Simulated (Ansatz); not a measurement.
**U-revPBE/aug-cc-pVTZ run of SiCl (SMILES [Si]Cl)**

Aim: the electronic atomisation energy of SiCl at U-revPBE/aug-cc-pVTZ, from 3 runs. 

The results are computed with Ansatz 0.2.0.

40 further runs of the same task are left out: 40 set aside as unsound or not needed.

### 1 Starting point

The species is SiCl (2 atoms), meant as a doublet with charge 0. As SMILES, `[Si]Cl`. Geometry: relaxed at PBE0-D4/def2-TZVP.

Bond lengths: Si1–Cl2 2.067 Å.

### 2 The energy at U-revPBE/aug-cc-pVTZ

run.yaml

```yaml
crystal:
  periodic: [false, false, false]
  atoms:
    - {symbol: Si, position_ang: [0.881810, -0.293660, 0.452120]}
    - {symbol: Cl, position_ang: [-0.881810, 0.293660, -0.452120]}
basis:
  gaussian:
    orbitals: aug-cc-pVTZ
total_charge: 0
magnetization:
  spin_polarized: true
  initial_magnetization: 1
hamiltonian:
  xc: {name: revPBE}
accuracy: high
output: {orbitals: {seedname: orbitals}}
```

Launch:

```console
$ ansatz run run.yaml --threads 1 --pin off --max-ram 3480MiB --events-out events.jsonl --progress --plain --runs-dir runs
```

The log of the run:

```text
Warning: RAYON_NUM_THREADS=1 ignored (pool sized by the plan → 1); use --threads N
Functional definition: revPBE
  name "revPBE"
  parameter kappa = 1.245
  parameter beta = 0.06672455060314922
  exchange = pbe_x(kappa = kappa, mu = beta*pi^2/3)
  correlation = pbe_c(beta = beta)
1299 factors; integrals over basis functions are off by at most 3.8e-9 eV
mean field evaluation 1: about -20395.8846 eV, gradient 9.0e0 eV
mean field evaluation 2: about -20395.5979 eV, gradient 1.2e1 eV
mean field evaluation 4: about -20396.3811 eV, gradient 1.1e0 eV
mean field evaluation 8: about -20396.3861 eV, gradient 6.8e-3 eV
mean field evaluation 16: about -20396.3861 eV, gradient 6.2e-6 eV
mean field evaluation 32: about -20396.3861 eV, gradient 2.3e-6 eV
mean field -20396.38606088 eV, -749.5533625703 hartree, gradient 4.5e-8 eV, S^2 0.756116; 1 other end points of the search recorded, 0 dependent functions left out
reference -20396.38606668 eV, -749.5533627834 hartree; 16, 15 occupied and 84, 85 virtual orbitals, 1299 factors
Total energy: -20396.38606668 eV, -749.5533627834 hartree
```

It took 4.8 s on 1 thread of Intel Xeon 6975P-C (Granite Rapids), shared host; peak memory 0.23 GiB.

### 3 The Cl atom

molecule.yaml

```yaml
crystal:
  periodic: [false, false, false]
  atoms:
    - {symbol: Cl, position_ang: [0.000000, 0.000000, 0.000000]}
basis:
  gaussian:
    orbitals: aug-cc-pVTZ
magnetization:
  spin_polarized: true
  initial_magnetization: 1
accuracy: high
hamiltonian:
  xc: {name: revPBE}
```

Launch:

```console
$ ansatz run molecule.yaml --threads 1 --pin off --max-ram 3480MiB --events-out events.jsonl --progress --plain --runs-dir runs
```

The log of the run:

```text
Warning: RAYON_NUM_THREADS=1 ignored (pool sized by the plan → 1); use --threads N
[... 6 set-up lines as earlier in the session ...]
500 factors; integrals over basis functions are off by at most 3.7e-9 eV
mean field evaluation 1: about -12519.1196 eV, gradient 4.9e0 eV
mean field evaluation 2: about -12519.2231 eV, gradient 2.6e0 eV
mean field evaluation 4: about -12519.2539 eV, gradient 6.6e-2 eV
mean field evaluation 8: about -12519.2540 eV, gradient 1.1e-3 eV
mean field evaluation 16: about -12519.2540 eV, gradient 4.5e-8 eV
mean field evaluation 32: about -12519.2537 eV, gradient 1.8e-1 eV
mean field -12519.25396778 eV, -460.0740974608 hartree, gradient 2.9e-8 eV, S^2 0.753475; 2 other end points of the search recorded, 0 dependent functions left out
reference -12519.25397190 eV, -460.0740976122 hartree; 9, 8 occupied and 41, 42 virtual orbitals, 500 factors
Total energy: -12519.25397190 eV, -460.0740976122 hartree
```

Run time: 1.1 s. Hardware: 1 thread of Intel Xeon 6975P-C (Granite Rapids), shared host; peak memory 0.11 GiB.

### 4 The Si atom at the same level

in.yaml

```yaml
crystal:
  periodic: [false, false, false]
  atoms:
    - symbol: Si
      position_ang: [0.000000, 0.000000, 0.000000]
basis:
  gaussian:
    orbitals: aug-cc-pVTZ
hamiltonian:
  xc: {name: revPBE}
accuracy: high
magnetization:
  spin_polarized: true
  initial_magnetization: 2
```

Run the same way, it converges to -289.31964 Eh (log not shown).

### 5 Summary of results

At U-revPBE/aug-cc-pVTZ:

| quantity | value |
| --- | --- |
| molecule: total energy | -749.55336 Eh |
| molecule: HOMO energy (highest over α and β) | -4.16 eV |
| molecule: LUMO energy (lowest over α and β) | -3.88 eV |
| molecule: ⟨S²⟩ | 0.756 |
| Cl atom: total energy | -460.07410 Eh |
| Cl atom: ⟨S²⟩ | 0.753 |
| Si atom: total energy | -289.31964 Eh |
| Si atom: ⟨S²⟩ | 2.005 |
| electronic atomisation energy | 4.344 eV |

**Reading.** Taking the molecule apart into free atoms costs 4.34 eV (419 kJ/mol), before zero-point energy and without spin-orbit coupling.
